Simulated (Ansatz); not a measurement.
# HfC (septet): wave-function methods side by side, def2-QZVPP

The task here is to estimate one member of a computed series from the others.

The runs use Ansatz 0.2.0, Gaussian basis; def2-QZVPP, core rule «outside noble gas», up to 5 orbitals frozen.

The runs, in order: UHF; ROHF; CCSD(T) on UHF.

### What is computed

The geometry is a PBE0/def2-TZVP stationary point (not a proven minimum) of the parent state, kept for this charge and spin. No spin-orbit coupling is included. Elements past krypton take def2 core potentials.

2 atoms, charge 0, spin multiplicity 7.

Atoms are counted from 1 here; the program's logs count them from 0.

Bond lengths: Hf1–C2 2.091 Å.

The first run:

Input file in.yaml:

```yaml
crystal:
  periodic: [false, false, false]
  atoms:
    - {symbol: Hf, position_ang: [0.000000, 0.000000, 0.000000]}
    - {symbol: C, position_ang: [0.000000, 0.000000, 2.090600]}
basis:
  gaussian: {orbitals: "def2-QZVPP.json"}
magnetization: {spin_polarized: true, initial_magnetization: 6}
hamiltonian: {xc: hf}
output: {orbitals: {seedname: orbitals}}
```

The run is started by

```sh
$ ansatz run in.yaml --threads 1 --pin off --events-out ev --progress --plain --max-ram 3968MiB --backend cpu
```

Steps of the session up to this table: UHF; ROHF; CCSD(T) on UHF.

One table of the session follows, with a row left open; its other results are not shown here.

```
  method  from UCCSD(T) (kJ/mol)
    ROHF                  +409.2
     UHF                  +396.8
    UMP2                   +70.1
   UCCSD                       ?
UCCSD(T)                       0
```

Q: Estimate the row for UCCSD from the others.

The run gave: from UCCSD(T) (kJ/mol): +17.0. In the column «from UCCSD(T) (kJ/mol)» it lies between UCCSD(T) (0) and UMP2 (+70.1).
